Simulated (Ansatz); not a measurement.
# Hf3SnTe8: the cost of one run

Computed with Ansatz 0.2.0 (DFT PBE, scalar-relativistic, plane waves, PAW, unless a step names another level, unless a step's input says otherwise).

1 further run of the same task is left out (set aside as unsound or not needed). Runs told in other sessions of the task aren't counted.

### Step 1. The system as given

The structure is trigonal, space group P-3m1 (No. 164). Conventional cell: a = 4.023 Å, b = 4.023 Å, c = 28.984 Å, α = 90.00°, β = 90.00°, γ = 120.00°. Around Hf (site symmetry 3m) lie 6 Te at 2.91 Å. Hf (site symmetry -3m) is surrounded by 6 Te at 2.91 Å. Sn (site symmetry -3m) has 6 Te at 2.95 Å in its first shell of neighbours. Around Te (site symmetry 3m) lie 3 Sn at 2.95 Å. Around Te (site symmetry 3m) lie 3 Hf at 2.91 Å.

Structure file:

```cif
data_structure
_symmetry_space_group_name_H-M 'P-3m1'
_symmetry_Int_Tables_number 164
_cell_length_a 4.0229
_cell_length_b 4.0229
_cell_length_c 28.9844
_cell_angle_alpha 90.000
_cell_angle_beta 90.000
_cell_angle_gamma 120.000
_cell_volume 406.24
loop_
_atom_site_label
_atom_site_type_symbol
_atom_site_symmetry_multiplicity
_atom_site_Wyckoff_symbol
_atom_site_fract_x
_atom_site_fract_y
_atom_site_fract_z
_atom_site_occupancy
Hf1 Hf 2 c 0.00000 0.00000 0.25191 1
Hf2 Hf 1 b 0.00000 0.00000 0.50000 1
Sn1 Sn 1 a 0.00000 0.00000 0.00000 1
Te1 Te 2 d 0.33333 0.66667 0.06291 1
Te2 Te 2 d 0.33333 0.66667 0.31234 1
Te3 Te 2 d 0.33333 0.66667 0.56039 1
Te4 Te 2 d 0.33333 0.66667 0.80846 1
```

It is the end of an earlier relaxation with the same method, from a generated guess; it is a trial structure. At a tolerance of 0.05 Å it has space group P-3m1 (No. 164); it has 33.85 Å³/atom, an uncorrected energy of -0.64 eV/atom over the elements.

### Step 2. Electronic structure at the relaxed geometry

File input.yaml:

```yaml
crystal:
  lattice:
    - [4.0229307093, -2.89e-08, 0.0]
    - [-2.0114653297, 3.4839602064, 0.0]
    - [0.0, 0.0, 28.9844439]
  atoms:
    - { symbol: Hf, position: [0.0, 0.0, 0.251911] }
    - { symbol: Hf, position: [0.0, 0.0, 0.5] }
    - { symbol: Hf, position: [0.0, 0.0, 0.748089] }
    - { symbol: Sn, position: [0.0, 0.0, 0.0] }
    - { symbol: Te, position: [0.3333333333, 0.6666666667, 0.06291] }
    - { symbol: Te, position: [0.3333333333, 0.6666666667, 0.312342] }
    - { symbol: Te, position: [0.3333333333, 0.6666666667, 0.560394] }
    - { symbol: Te, position: [0.3333333333, 0.6666666667, 0.808461] }
    - { symbol: Te, position: [0.6666666667, 0.3333333333, 0.191539] }
    - { symbol: Te, position: [0.6666666667, 0.3333333333, 0.439606] }
    - { symbol: Te, position: [0.6666666667, 0.3333333333, 0.687658] }
    - { symbol: Te, position: [0.6666666667, 0.3333333333, 0.93709] }
basis:
  ecutwfc: 420
kpoints:
  mp_grid: { grid: [12, 12, 2] }
  band_path:
    path:
      - [[0.0, 0.0, 0.0], [0.5, 0.0, 0.0], [0.33333333, 0.33333333, 0.0], [0.0, 0.0, 0.0], [0.0, 0.0, 0.5], [0.5, 0.0, 0.5], [0.33333333, 0.33333333, 0.5], [0.0, 0.0, 0.5]]
      - [[0.5, 0.0, 0.5], [0.5, 0.0, 0.0]]
      - [[0.33333333, 0.33333333, 0.5], [0.33333333, 0.33333333, 0.0]]
    npoints: 10
hamiltonian:
  xc: pbe
scf:
  occupations: { method: gaussian, width: 0.1 }
  n_extra_bands: 30
output:
  forces: true
  stress: true
  eigenvalues: true
  populations: true
  dos: { projected: true, de: 0.02, nscf_kmesh: { grid: [15, 15, 3] } }
  bader: false
  write_density: true
  write_potential: true
  elf: true
  volumetric_format: npy
```

Launch:

```bash
ansatz run input.yaml --threads 4 --pin off --max-ram 8192MiB --backend cpu --events-out ev --progress --plain --runs-dir out
```

**Question.** How long does this run take on 4 threads of Arm Neoverse V2, shared host, and how much memory does it need?

About 2.8 min, with a peak of 3.6 GiB.
